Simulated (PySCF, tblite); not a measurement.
**H7NSSi3 (triplet), a cluster model of a defect: infrared bands and EPR parameters**

Aim: the infrared bands and EPR parameters of `[SiH3]N[Si]S[SiH3]`. It is drawn as: twofold Si.

Computed with tblite 0.8.0 and PySCF 2.14.0; each step states its level. No surroundings beyond the atoms listed, unless a continuum is named. Atoms count from 0, parts from 1.

## 1. Starting point

12 atoms, charge 0, multiplicity 3; geometry: distance geometry start.

## 2. Relaxing the cluster with GFN2-xTB

The job: settings as JSON, then the geometry in Å.

```
{"job": {"kind": "relax", "xc": "GFN2-xTB", "basis": "xTB"}, "charge": 0, "multiplicity": 3}
Si    -0.156004     0.480064     0.270455
N     -1.051653    -0.722627     1.037606
Si    -2.540628    -0.945287     0.282461
S      1.678265    -0.493375    -0.171981
Si     2.695703     1.282252    -0.794904
H     -0.527130    -1.596055     0.986633
H     -3.312876     0.351017     0.329139
H     -2.329330    -1.342122    -1.143735
H     -3.275325    -1.985989     0.998693
H      1.976433     1.821547    -1.954040
H      2.721903     2.259119     0.318630
H      4.103937     0.906427    -1.191937
```

With the program's defaults for keys left out, this is: GFN2-xTB geometry optimisation, gas phase.

Started as:

```sh
> OMP_NUM_THREADS=1 python cluster_run.py task.json out
```

The driver reads the jobs from task.json and runs them one after another.

Standard output:

```text
step      E/eV     max force
  0    -404.76585    2.777
  1    -404.95434    1.058
  2    -405.02382    0.721
  3    -405.04887    0.492
  4    -405.07961    0.475
  5    -405.10437    0.488
  6    -405.13074    0.513
  7    -405.16208    0.529
  8    -405.19020    0.345
  9    -405.20631    0.290
 10    -405.21917    0.278
 11    -405.23855    0.468
 12    -405.26431    0.626
 13    -405.28953    0.556
 14    -405.30478    0.331
 15    -405.31249    0.364
 16    -405.31484    0.397
 17    -405.32045    0.179
 18    -405.32456    0.178
 19    -405.33097    0.210
 20    -405.33723    0.183
 21    -405.34331    0.172
 22    -405.34612    0.179
 23    -405.34769    0.124
 24    -405.34907    0.120
 25    -405.35001    0.124
 26    -405.35069    0.085
 27    -405.35141    0.076
 28    -405.35230    0.088
 29    -405.35337    0.097
 30    -405.35448    0.099
 31    -405.35553    0.081
 32    -405.35645    0.078
 33    -405.35719    0.076
 34    -405.35772    0.063
 35    -405.35815    0.059
 36    -405.35862    0.055
 37    -405.35910    0.057
 38    -405.35945    0.044
 39    -405.35966    0.041
 40    -405.35982    0.033
 41    -405.36000    0.034
 42    -405.36020    0.044
 43    -405.36038    0.049
 44    -405.36052    0.040
 45    -405.36065    0.030
 46    -405.36078    0.031
 47    -405.36092    0.043
 48    -405.36108    0.060
 49    -405.36130    0.063
 50    -405.36155    0.060
 51    -405.36179    0.031
 52    -405.36194    0.039
 53    -405.36205    0.058
 54    -405.36220    0.062
 55    -405.36278    0.071
 56    -405.36348    0.089
 57    -405.36435    0.079
 58    -405.36495    0.051
 59    -405.36527    0.051
 60    -405.36547    0.064
 61    -405.36584    0.056
 62    -405.36656    0.121
 63    -405.36748    0.057
 64    -405.36865    0.106
 65    -405.36922    0.089
 66    -405.36970    0.058
 67    -405.36998    0.051
 68    -405.37023    0.070
 69    -405.37061    0.077
 70    -405.37117    0.073
 71    -405.37189    0.067
 72    -405.37241    0.042
 73    -405.37262    0.021
 74    -405.37269    0.025
 75    -405.37273    0.024
 76    -405.37281    0.021
 77    -405.37293    0.018
 78    -405.37303    0.026
 79    -405.37314    0.026
 80    -405.37323    0.018
 81    -405.37330    0.019
 82    -405.37337    0.020
 83    -405.37347    0.027
 84    -405.37366    0.043
 85    -405.37400    0.054
 86    -405.37450    0.054
 87    -405.37516    0.061
 88    -405.37587    0.054
 89    -405.37645    0.052
 90    -405.37683    0.061
 91    -405.37716    0.052
 92    -405.37744    0.040
 93    -405.37758    0.035
 94    -405.37768    0.038
 95    -405.37779    0.029
 96    -405.37792    0.025
 97    -405.37804    0.026
 98    -405.37815    0.027
 99    -405.37821    0.015
100    -405.37824    0.013
101    -405.37826    0.013
102    -405.37832    0.024
103    -405.37841    0.033
104    -405.37854    0.038
105    -405.37864    0.024
106    -405.37872    0.023
107    -405.37877    0.024
108    -405.37884    0.036
109    -405.37896    0.048
110    -405.37921    0.067
111    -405.37945    0.050
112    -405.37968    0.045
113    -405.37992    0.037
114    -405.38017    0.037
115    -405.38037    0.063
116    -405.38053    0.042
117    -405.38067    0.029
118    -405.38077    0.058
119    -405.38093    0.036
120    -405.38103    0.021
121    -405.38111    0.018
122    -405.38113    0.015
123    -405.38114    0.011
124    -405.38116    0.010
125    -405.38118    0.016
126    -405.38122    0.019
127    -405.38126    0.019
128    -405.38129    0.014
129    -405.38133    0.014
130    -405.38137    0.028
131    -405.38147    0.043
132    -405.38168    0.059
133    -405.38206    0.074
134    -405.38263    0.074
135    -405.38323    0.077
136    -405.38362    0.150
137    -405.38492    0.096
138    -405.38567    0.073
139    -405.38685    0.067
140    -405.39087    0.141
141    -405.39130    0.250
142    -405.39517    0.258
143    -405.39465    0.160
144    -405.39850    0.134
145    -405.40013    0.177
146    -405.40292    0.145
147    -405.41071    0.153
148    -405.41750    0.154
149    -405.42302    0.133
150    -405.42340    0.228
151    -405.42359    0.229
152    -405.42351    0.225
153    -405.42739    0.073
154    -405.42839    0.067
155    -405.42887    0.064
156    -405.42989    0.088
157    -405.43217    0.134
158    -405.43362    0.138
159    -405.43504    0.125
160    -405.43625    0.093
161    -405.43748    0.096
162    -405.43884    0.101
163    -405.43950    0.084
164    -405.44011    0.142
165    -405.44020    0.227
166    -405.44135    0.088
167    -405.44206    0.105
168    -405.44301    0.120
169    -405.44383    0.080
170    -405.44470    0.078
171    -405.44498    0.189
172    -405.44595    0.071
173    -405.44646    0.052
174    -405.44759    0.059
175    -405.44809    0.062
176    -405.44874    0.094
177    -405.44949    0.084
178    -405.45023    0.078
179    -405.45059    0.103
180    -405.45107    0.059
181    -405.45124    0.044
182    -405.45142    0.023
183    -405.45156    0.035
184    -405.45167    0.030
185    -405.45177    0.027
186    -405.45186    0.020
187    -405.45189    0.013
188    -405.45193    0.016
189    -405.45198    0.025
190    -405.45207    0.031
191    -405.45217    0.024
192    -405.45223    0.025
193    -405.45226    0.015
194    -405.45227    0.013
195    -405.45230    0.016
196    -405.45235    0.018
197    -405.45239    0.023
198    -405.45245    0.019
199    -405.45251    0.017
200    -405.45255    0.017
201    -405.45255    0.017
202    -405.45367    0.034
203    -405.45400    0.035
204    -405.45422    0.022
205    -405.45431    0.018
206    -405.45438    0.022
207    -405.45445    0.025
208    -405.45448    0.015
209    -405.45448    0.009
210    -405.45449    0.005
```

It took 9.6 s on 1 thread of Arm Neoverse N1, shared host.

The steps of the relaxation:

```tsv
step	energy from step 0 (eV)	largest force (eV/Å)
0	0.0000	2.7770
8	-0.4244	0.3450
16	-0.5490	0.3972
24	-0.5832	0.1196
32	-0.5906	0.0781
40	-0.5940	0.0337
48	-0.5952	0.0602
56	-0.5976	0.0894
64	-0.6028	0.1061
72	-0.6066	0.0428
80	-0.6074	0.0185
88	-0.6100	0.0530
96	-0.6121	0.0250
104	-0.6127	0.0378
112	-0.6138	0.0448
120	-0.6152	0.0212
128	-0.6154	0.0144
136	-0.6178	0.1504
144	-0.6327	0.1340
152	-0.6577	0.2245
160	-0.6704	0.0929
168	-0.6772	0.1202
176	-0.6829	0.0930
184	-0.6858	0.0300
192	-0.6864	0.0245
200	-0.6867	0.0170
208	-0.6886	0.0149
210	-0.6886	0.0045
```

Distances of close pairs at the start and the end, largest changes first:

```tsv
bond	before (Å)	after (Å)	change (Å)
Si0–S3	2.123	2.203	+0.080
N1–Si2	1.684	1.740	+0.055
Si4–H11	1.511	1.456	-0.055
Si0–N1	1.684	1.737	+0.053
Si2–H6	1.510	1.461	-0.049
Si2–H7	1.495	1.468	-0.027
Si4–H10	1.482	1.457	-0.025
N1–H5	1.020	1.010	-0.010
```

## 3. Infrared spectrum: GFN2-xTB

The job: settings as JSON, then the geometry in Å.

```
{"job": {"kind": "ir", "xc": "GFN2-xTB", "basis": "xTB"}, "charge": 0, "multiplicity": 3}
Si     0.514182    -0.178859     1.831547
N     -0.894946    -1.011547     1.248643
Si    -1.956718    -0.597496    -0.065919
S      2.342532    -0.381264     0.619802
Si     1.979834     1.169804    -0.816321
H     -1.059585    -1.919034     1.659867
H     -2.011535     0.862149    -0.096575
H     -1.438799    -1.120252    -1.336653
H     -3.246620    -1.211760     0.242836
H      0.724954     0.866172    -1.492863
H      1.925260     2.424407    -0.077689
H      3.121440     1.097680    -1.716675
```

Level: GFN2-xTB harmonic vibrations, gas phase.

Standard output:

```text
mode    cm-1     km/mol
  1      26.1      3.64
  2      56.0      0.27
  3      74.0      2.28
  4      95.1      0.20
  5     123.2      0.27
  6     140.2      2.14
  7     211.8      1.67
  8     339.4     46.77
  9     374.9     50.52
 10     481.9     20.08
 11     538.7     50.75
 12     551.6     19.21
 13     555.9     52.54
 14     566.7     41.70
 15     700.5    107.68
 16     746.0    217.23
 17     759.1     87.41
 18     765.3    261.45
 19     768.9    204.45
 20     800.9    297.92
 21     809.9    490.20
 22     935.3    211.04
 23    1168.5     87.89
 24    2205.0    277.76
 25    2267.3    297.58
 26    2272.9    301.18
 27    2303.6    241.31
 28    2311.6    232.49
 29    2323.2    165.20
 30    3407.8      4.00
```

Run time: 0.79 s. Hardware: 1 thread of Arm Neoverse N1, shared host; peak memory 0.18 GiB.

The strongest bands and the atoms that carry them:

```tsv
cm⁻¹	km/mol	atoms
765	261.4	H11 37 %, H10 34 %, H9 20 %
801	297.9	H7 50 %, H6 29 %
810	490.2	H8 36 %, H7 33 %, Si2 13 %
2205	277.8	H7 94 %
2267	297.6	H8 90 %
2273	301.2	H6 90 %
```

## 4. EPR parameters: B3LYP/pcH-1

Settings changed since step 3:

```diff
@@ -1,2 +1,2 @@
-{"job": {"kind": "ir", "xc": "GFN2-xTB", "basis": "xTB"}, "charge": 0, "multiplicity": 3}
+{"job": {"kind": "epr", "basis": "pcH-1"}, "charge": 0, "multiplicity": 3}
 Si     0.514182    -0.178859     1.831547
```

Method: UKS B3LYP, pcH-1 on H N S Si, non-relativistic, mean-field spin-orbit, GIAO.

Standard output:

```text
UKS, coarse grid
  cycle   1  E = -1325.60759017  |g| = 3.95e-01
  cycle   2  E = -1325.49721059  |g| = 6.07e-01
  cycle   3  E = -1325.66410000  |g| = 1.08e-01
  cycle   4  E = -1325.66855638  |g| = 4.73e-02
  cycle   5  E = -1325.66973579  |g| = 1.11e-02
  cycle   6  E = -1325.66980726  |g| = 3.55e-03
  cycle   7  E = -1325.66981827  |g| = 1.17e-03
  cycle   8  E = -1325.66981919  |g| = 4.94e-04
UKS, final grid
  cycle   1  E = -1325.66983920  |g| = 5.35e-04
  cycle   2  E = -1325.66983906  |g| = 8.40e-04
  cycle   3  E = -1325.66983940  |g| = 1.17e-04
  cycle   4  E = -1325.66983941  |g| = 4.92e-05
  cycle   5  E = -1325.66983942  |g| = 1.82e-05
E = -1325.66983942 Eh   <S^2> = 2.0036 (exact 2.0000)
g shifts (ppm)      1          2          3
  rmc          -165       -165       -165
  gc             34          9         42
  oz_so       -1554       1083       3745
  total       -1684        927       3623
hyperfine (MHz)  atom isotope    a_iso     a_fc   dipolar eigenvalues
    0  29Si    -579.28    -580.42    -84.38      9.12     75.26
    1   14N      21.47      21.42     -3.90     -2.43      6.34
    2  29Si     -24.09     -24.11     -3.40      1.30      2.10
    3   33S      14.81      14.49    -15.54    -11.97     27.51
    4  29Si     -34.79     -34.81     -3.27      1.29      1.98
    5    1H      25.93      25.90     -6.10     -2.12      8.23
    6    1H      -0.15      -0.15     -2.06     -1.21      3.27
    7    1H       5.63       5.63     -1.15     -0.84      1.99
    8    1H       3.40       3.40     -1.03     -0.99      2.02
    9    1H      -0.44      -0.45     -1.91     -0.74      2.65
   10    1H       1.32       1.31     -2.14     -0.83      2.97
   11    1H      19.25      19.25     -1.30     -0.53      1.83
zero-field splitting (cm-1)  D = -0.8858  E = -0.0555  (spin-spin -0.1371, spin-orbit -0.9929)
```

Run time: 2.3 min. Hardware: 1 thread of Arm Neoverse N1, shared host; peak memory 0.75 GiB.

Principal g values 2.00063, 2.00325, 2.00594; g(iso) = 2.00327, against 2.00232 for a free electron.

Hyperfine couplings, nucleus by nucleus at this fixed geometry (no averaging over rotations):

```tsv
nuclei	isotope	a(iso) (MHz)	a(iso) (G, at g = 2.0023)	largest dipolar term (MHz)
Si0	29Si	-579.3	-206.7	-84.4
Si4	29Si	-34.8	-12.4	-3.3
H5	1H	25.9	9.3	8.2
Si2	29Si	-24.1	-8.6	-3.4
N1	14N	21.5	7.7	6.3
H11	1H	19.3	6.9	1.8
S3	33S	14.8	5.3	27.5
H7	1H	5.6	2.0	2.0
H8	1H	3.4	1.2	2.0
H10	1H	1.3	0.5	3.0
H9	1H	-0.4	-0.2	2.7
H6	1H	-0.2	-0.1	3.3
```

Zero-field splitting: D = -0.886 cm⁻¹ (spin-spin -0.137, spin-orbit -0.993), E = -0.056 cm⁻¹.

Mulliken spin populations:

```tsv
atom	value (e)
Si0	1.59
N1	0.09
Si2	0.01
S3	0.24
Si4	0.03
H5	0.01
H6	0.00
H7	0.01
H8	0.01
H9	0.00
H10	0.00
H11	0.03
```

## 5. Outcome

```
                                 quantity                    value
strongest single infrared mode (GFN2-xTB)                 810 cm⁻¹
                             D, E (B3LYP)      -0.886, -0.056 cm⁻¹
                           g(iso) (B3LYP)                  2.00327
                                     ⟨S²⟩       2.004 (exact 2.00)
                           largest a(iso)  29Si on Si0, -579.3 MHz
```

No mode is imaginary at GFN2-xTB; the softest lies at 26 cm⁻¹. Most of the unpaired spin sits on Si0 (1.59 e). The isotropic g lies 1.0 ppt above the free-electron value. The triplet was assumed; the singlet may lie lower. A capped cluster stands for the solid here, so long-range fields and strain are missing, and bands or shifts of the capping hydrogens have no counterpart in it.
